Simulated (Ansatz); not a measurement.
Input of an Ansatz 0.2.0 run:

Contents of input.yaml:

```yaml
crystal:
  lattice:
    - [0.0, 3.11392972, 3.11392972]
    - [3.11392972, 0.0, 3.11392972]
    - [3.11392972, 3.11392972, 0.0]
  atoms:
    - { symbol: Ru, position: [0.0, 0.0, 0.0], spin: 1.0 }
    - { symbol: Te, position: [0.25, 0.25, 0.25] }
kpoints:
  mp_grid: { grid: [5, 5, 5] }
scf:
  occupations: { method: gaussian, width: 0.05 }
hamiltonian:
  xc: pbesol
  pseudopotentials: { kind: all_electron, lapw: { basis_error: 0.001 } }
  hubbard:
    sites: [{ species: Ru, l: d, u_eff: 6 }]
    double_counting: fll
    projectors: ortho-atomic
magnetization:
  spin_polarized: true
output:
  forces: true
  stress: true
  eigenvalues: true
```

Potentials or basis: all-electron LAPW, scalar-relativistic.

Run with:

```bash
$ ansatz run input.yaml --threads 1 --pin off --max-ram 3072MiB --backend cpu --events-out ev --progress --plain --runs-dir out
```

Q: Estimate the pressure.

A: 0.5 GPa.

Q: What does it give for the net moment?

A: 2.00 μB per cell.

Q: What does it give for the site moments?

A: Ru +2.16; Te -0.34 μB.

Caveat: the U is typed as a test and isn't derived for this compound. The run has no spin-orbit coupling, so splittings on Te are missing.
